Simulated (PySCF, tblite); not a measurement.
**CH6BFGe: geometry, infrared bands, NMR shifts and spin-spin couplings**

Aim: predict the infrared bands, NMR shifts and spin-spin couplings of CH6BFGe (`C[B](F)[GeH3]`).

The runs use tblite 0.8.0 and PySCF 2.14.0, with density-fitted response routines of our own; the level of theory stands in each step. All values are computed, except where a source is named. Atoms count from 0, in the outputs and in this text.

## 1. Starting geometry

10 atoms, charge 0, multiplicity 1; geometry from: force field or distance geometry start.

Bonds of the start (Å): C0–B1 1.59, B1–F2 1.45, B1–Ge3 2.03, C0–H4 1.13, C0–H5 1.11, C0–H6 1.11, Ge3–H7 1.57, Ge3–H8 1.56, Ge3–H9 1.53.

## 2. Optimising the geometry with GFN2-xTB

Job settings and geometry (Å):

```
{"job": {"kind": "relax", "xc": "GFN2-xTB", "basis": "xTB"}, "charge": 0, "multiplicity": 1}
C     -1.504500    -0.173400     0.060800
B     -0.257900     0.652300    -0.489200
F     -0.282700     2.096300    -0.429600
Ge     1.535200    -0.210800    -0.074700
H     -2.264600     0.559300     0.462400
H     -1.206300    -0.793600     0.936600
H     -1.923900    -0.794000    -0.761100
H      1.999500     0.394000     1.301200
H      1.360600    -1.742800     0.158400
H      2.553400     0.017500    -1.187400
```

Launch:

```bash
$ OMP_NUM_THREADS=1 python probes_run.py task.json out
```

The driver reads the jobs from task.json and runs them one after another.

**Question.** This job is followed by: GFN2-xTB harmonic vibrations, gas phase; GIAO PBE0/pcSseg-1 NMR shielding, non-relativistic, gas phase; B3LYP/pcJ-1 Ge:pcSseg-1 indirect spin-spin coupling, non-relativistic, gas phase. Predict these results of the whole session: strongest single infrared mode (GFN2-xTB); zero-point energy (GFN2-xTB); 13C shifts against TMS (PBE0/pcSseg-1); 1H shifts against TMS (PBE0/pcSseg-1, means over atoms taken as alike); 11B shifts against BF3·OEt2 (PBE0/pcSseg-1); 19F shifts against CFCl3 (PBE0/pcSseg-1); 73Ge shifts against GeMe4 (PBE0/pcSseg-1); largest coupling of the table (B3LYP/pcSseg-1+pcJ-1).

The runs gave:

```
                                                              quantity                     value
                             strongest single infrared mode (GFN2-xTB)     2084 cm⁻¹, 519 km/mol
                                          zero-point energy (GFN2-xTB)             40.3 kcal/mol
                                13C shifts against TMS (PBE0/pcSseg-1)                  17.3 ppm
1H shifts against TMS (PBE0/pcSseg-1, means over atoms taken as alike)            2.90, 0.97 ppm
                           11B shifts against BF3·OEt2 (PBE0/pcSseg-1)                  74.3 ppm
                              19F shifts against CFCl3 (PBE0/pcSseg-1)                  56.9 ppm
                             73Ge shifts against GeMe4 (PBE0/pcSseg-1)                  -398 ppm
                  largest coupling of the table (B3LYP/pcSseg-1+pcJ-1)  1J(B,F) B1–F2, -213.9 Hz
```

**Reading.** Over 48 steps the energy fell by 0.737 eV; of the close pairs, B1–F2 changed most, 1.445 to 1.321 Å. No mode is imaginary among the 24: a minimum at this level. The strongest single mode, at 2084 cm⁻¹, moves mainly H8 and H9. GFN2-xTB is a fitted tight-binding method: band positions and strengths are rough. Its intensities can rank the bands wrongly. At PBE0/pcSseg-1: Shielding is most anisotropic at F2 (span 584 ppm, paramagnetic term -354 ppm). Of the pairs tabulated at B3LYP/pcSseg-1+pcJ-1, B1–F2 couples most strongly (-213.9 Hz; Fermi contact -132.3 Hz). Spin-orbit coupling is left out, which matters for shieldings and couplings at and beside the heavy atoms.
